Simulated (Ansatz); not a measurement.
# CH4AlFS: up Jacob's ladder to CCSD(T)

An exercise on one series of results from a longer session: the logs are not shown, and one member is left open.

The runs use Ansatz 0.2.0, Gaussian basis; functionals in def2-TZVPP, the program's frozen cores in correlated methods.

Plan: LDA (SPW92), PBE-D4, revPBE-D4, BLYP-D4, r2SCAN-D4, B97M-V, PBE0-D4, B3LYP-D4, r2SCANh-D4, r2SCAN0-D4, HSE06-D4, BHLYP-D4, CAM-B3LYP-D4, LC-ωPBE, ωB97X-V, ωB97M-V, B2PLYP, PBE-QIDH; CCSD(T)/def2-SVP; CCSD(T)/def2-TZVPP; MP2/def2-QZVPP; extrapolation to the limit; RPA on PBE.

## The geometry

The geometry comes from an earlier relaxation with PBE0-D4 in a triple-zeta def2 set; it is a stationary point, not always the lowest conformer.

SMILES `FC[S][AlH2]`, 8 atoms, charge 0, spin multiplicity 1.

Atoms are counted from 1 here; the program's logs count them from 0.

Bond lengths: F1–C2 1.478 Å, C2–S3 1.779 Å, C2–H5 1.089 Å, C2–H6 1.088 Å, S3–Al4 2.270 Å, Al4–H7 1.582 Å, Al4–H8 1.580 Å. Angles: F1–C2–S3 106.4°, F1–C2–H5 103.4°, F1–C2–H6 104.5°, S3–C2–H5 114.9°, S3–C2–H6 114.1°, H5–C2–H6 112.2°, C2–S3–Al4 79.5°, S3–Al4–H7 117.3°, S3–Al4–H8 117.1°, H7–Al4–H8 122.4°.

The first run:

Contents of in.yaml:

```yaml
crystal:
  periodic: [false, false, false]
  atoms:
    - {symbol: F, position_ang: [0.832204, -0.045811, 0.714636]}
    - {symbol: C, position_ang: [0.150619, 1.196812, 0.295075]}
    - {symbol: S, position_ang: [-1.355559, 0.695675, -0.508845]}
    - {symbol: Al, position_ang: [-0.264368, -1.291441, -0.395613]}
    - {symbol: H, position_ang: [0.879909, 1.677358, -0.354612]}
    - {symbol: H, position_ang: [-0.002070, 1.748416, 1.220066]}
    - {symbol: H, position_ang: [0.730776, -1.639833, -1.575392]}
    - {symbol: H, position_ang: [-0.879411, -2.398174, 0.548887]}
basis:
  gaussian: {orbitals: def2-TZVPP}
hamiltonian: {xc: lda}
output: {orbitals: {seedname: orbitals}}
```

Run with:

```console
$ ansatz run in.yaml --threads 2 --pin off --events-out ev --progress --plain --max-ram 4352MiB
```

Steps of the session up to this table: LDA; PBE-D4 (GGA); revPBE-D4 (GGA); BLYP-D4 (GGA); r2SCAN-D4 (meta-GGA); B97M-V (meta-GGA); PBE0-D4 (hybrid); B3LYP-D4 (hybrid); r2SCANh-D4 (hybrid); r2SCAN0-D4 (hybrid); HSE06-D4 (hybrid); BHLYP-D4 (hybrid); CAM-B3LYP-D4 (range-separated); LC-ωPBE (range-separated); ωB97X-V (range-separated); ωB97M-V (range-separated); B2PLYP (double hybrid); PBE-QIDH (double hybrid).

One table of the session follows, with a row left open; its other results are not shown here.

It belongs to the step «Frontier levels by functional». 

| functional | HOMO (eV) | gap (eV) |
| --- | --- | --- |
| LDA (SPW92) | -5.87 | 3.75 |
| PBE-D4 | ? | ? |
| revPBE-D4 | -5.75 | 4.02 |
| BLYP-D4 | -5.63 | 3.93 |
| r2SCAN-D4 | -6.05 | 4.59 |
| B97M-V | -6.18 | 4.57 |
| PBE0-D4 | -7.00 | 6.07 |
| B3LYP-D4 | -6.76 | 5.62 |
| r2SCANh-D4 | -6.50 | 5.35 |
| r2SCAN0-D4 | -7.17 | 6.47 |
| HSE06-D4 | -6.60 | 5.29 |
| BHLYP-D4 | -8.09 | 8.05 |
| CAM-B3LYP-D4 | -8.31 | 8.36 |
| LC-ωPBE | -9.71 | 10.90 |
| ωB97X-V | -9.35 | 10.42 |
| ωB97M-V | -9.17 | 9.95 |

**Question.** Estimate the row for PBE-D4.

The run gave: HOMO (eV): -5.78; gap (eV): 3.94. In the column «HOMO (eV)» it lies between LDA (SPW92) (-5.87) and revPBE-D4 (-5.75).
